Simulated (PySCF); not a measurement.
# C4H12Si (TMS): the cost of one run

The runs use PySCF 2.14.0, with density-fitted response routines of our own; the level of theory stands in each step. All values are computed, except where a source is named. Atoms count from 0, in the outputs and in this text.

## 1. The starting structure

17 atoms, charge 0, multiplicity 1; geometry from: GFN2-xTB.

Bonds of the start (Å): C0–Si1 1.91, Si1–C2 1.91, Si1–C3 1.91, Si1–C4 1.91, C0–H5 1.09, C0–H6 1.09, C0–H7 1.09, C2–H8 1.09, C2–H9 1.09, C2–H10 1.09, C3–H11 1.09, C3–H12 1.09, C3–H13 1.09, C4–H14 1.09, C4–H15 1.09, C4–H16 1.09.

## 2. Nuclear shieldings: mPW1PW91/Sadlej pVTZ

What the job is given:

```
{"job": {"kind": "nmr", "xc": "mPW1PW91", "basis": "Sadlej pVTZ", "pop": false}, "charge": 0, "multiplicity": 1}
C     -0.406572    -1.213421    -1.419378
Si    -0.001168    -0.000673    -0.001754
C      0.008130     1.785545    -0.675355
C     -1.319794    -0.154927     1.370252
C      1.716091    -0.415535     0.721562
H     -1.379676    -1.003559    -1.853159
H     -0.418731    -2.241638    -1.070248
H      0.327027    -1.147965    -2.217335
H      0.242457     2.501867     0.106393
H     -0.958122     2.057909    -1.089187
H      0.746490     1.907664    -1.462097
H     -2.312057     0.075313     0.994143
H     -1.350945    -1.160472     1.779082
H     -1.116988     0.525824     2.191677
H      1.746276    -1.426357     1.117085
H      2.493128    -0.336762    -0.032799
H      1.977455     0.259220     1.531210
```

With the program's defaults for keys left out, this is: GIAO mPW1PW91/Sadlej pVTZ NMR shielding, non-relativistic, gas phase.

Launch:

```sh
> OMP_NUM_THREADS=1 python probes_run.py task.json out
```

One launch serves the whole session: the jobs run in the order shown.

Q: Estimate the wall time and peak memory of this first job on 1 thread of Intel Xeon at 2.30GHz, shared host.

About 26 s, with a peak of 1.3 GiB.
